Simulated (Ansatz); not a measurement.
# Al2FH2S: the cost of one run

Method: RHF/def2-SVPD; program: Ansatz 0.2.0.

## Step 1: Where the work starts

SMILES `[F][Al]([AlH2])[S-]`, 6 atoms, charge -1, spin multiplicity 1.

Atoms are counted from 1 here; the program's logs count them from 0.

Bond lengths: F1–Al2 1.745 Å, Al2–Al3 2.591 Å, Al2–S4 2.105 Å, Al3–H5 1.628 Å, Al3–H6 1.638 Å. Angles: F1–Al2–Al3 108.9°, F1–Al2–S4 128.2°, Al3–Al2–S4 123.0°, Al2–Al3–H5 123.4°, Al2–Al3–H6 128.3°, H5–Al3–H6 108.3°.

Geometry (Å):

```
F    -1.42806   -1.63457    1.30570
Al   -0.79718   -1.04302   -0.20988
Al    0.74152    0.98825    0.25911
S    -1.15629   -1.78575   -2.14646
H     1.51200    1.81694   -0.91164
H     1.12802    1.65814    1.70317
```

This geometry comes from a loose relaxation at PBE in a small basis, which is not shown.

## Step 3: Plan of the scan

The axes are (1) angle F1–Al2–Al3: 13 values from 84.4 to 134.4 °; (2) dihedral F1–Al2–Al3–H5: 12 values from −180 to 150 °, periodic.

Nothing else is relaxed (all other coordinates rigid). Energies count from the relaxed molecule at the same level. Points are written as (first, second).

(The set-up runs are not shown.)

## Step 4: Grid point (88.5°, 90°)

The input, input.yaml:

```yaml
crystal:
  periodic: [false, false, false]
  atoms:
    - { symbol: F, position_ang: [-1.821832, -0.459701, 1.076401] }
    - { symbol: Al, position_ang: [-0.859937, -0.999081, -0.221276] }
    - { symbol: Al, position_ang: [0.782113, 0.976875, 0.264398] }
    - { symbol: S, position_ang: [-0.558658, -2.378136, -1.755733] }
    - { symbol: H, position_ang: [2.050348, 0.919706, 1.260464] }
    - { symbol: H, position_ang: [0.64977, 2.47258, -0.326731] }
total_charge: -1
basis:
  gaussian: { orbitals: def2-SVPD }
hamiltonian:
  xc: hf
output:
  forces: true
```

The run is started by

```sh
> ansatz run input.yaml --threads 1 --pin off --max-ram 2560MiB --backend cpu --events-out ev --progress --plain --runs-dir out
```

What time and memory should one allow on 1 thread of Arm Neoverse V1, shared host?

About 2.2 s, with a peak of 0.2 GiB.
